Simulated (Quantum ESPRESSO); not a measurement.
## MnS under changes of volume

One of the cells (17.667 Å³/atom); the others are scaled copies at fixed shape and fractional positions:

```
Mn S
1.0
     0.00000    2.60450    2.60450
     2.60450    0.00000    2.60450
     2.60450    2.60450    0.00000
Mn S
1 1
Cartesian
  0.0000 0.0000 0.0000
  2.6045 2.6045 2.6045
```

| Property | Result |
| --- | --- |
| Program | Quantum ESPRESSO 7.5 |
| Functional | PBE |
| Potentials or basis | SSSP 1.3 efficiency PBE |
| Cutoff | 884 eV |
| Density cutoff | 10612 eV |
| k mesh | 9 × 9 × 9 |
| Occupations | fermi-dirac, width 0.05 eV |
| Spin | collinear spin, ferromagnetic start |
| Starting moments | [4.0, 0.0] μB |

```csv
volume (Å³/atom),energy over the lowest point (meV/atom),pressure (GPa),moment (μB per cell)
16.607,0.43,0.6,4.56
16.961,0.00,-0.5,4.63
17.314,2.16,-1.7,4.68
17.667,6.91,-2.7,4.73
18.021,13.92,-3.7,4.77
18.374,?,?,?
18.727,34.12,-5.5,4.84
```

**Question.** What does the run at 18.374 Å³/atom give?

**Answer.** Energy over the lowest point 23.03 meV/atom; pressure -4.6 GPa; moment 4.81 μB per cell.

Worked out: A Birch-Murnaghan fit of order 3 (a polynomial in V^(-2/3)) to the other rows has its minimum at 16.84 Å³/atom with B0 = V·E''(V) = 60 GPa (rough, since the energies scatter). It gives 23.04 meV/atom at 18.374 Å³/atom, against the run's 23.03, and -dE/dV = -4.6 GPa, against -4.6. A parabola through the other rows of the moment, of slope 0.0938 μB per Å³/atom there, gives 4.81 μB, against the run's 4.81.

Energies are extrapolated to zero smearing.

Caveats: a cell with one magnetic atom can't hold antiferromagnetic order, which such compounds often take.
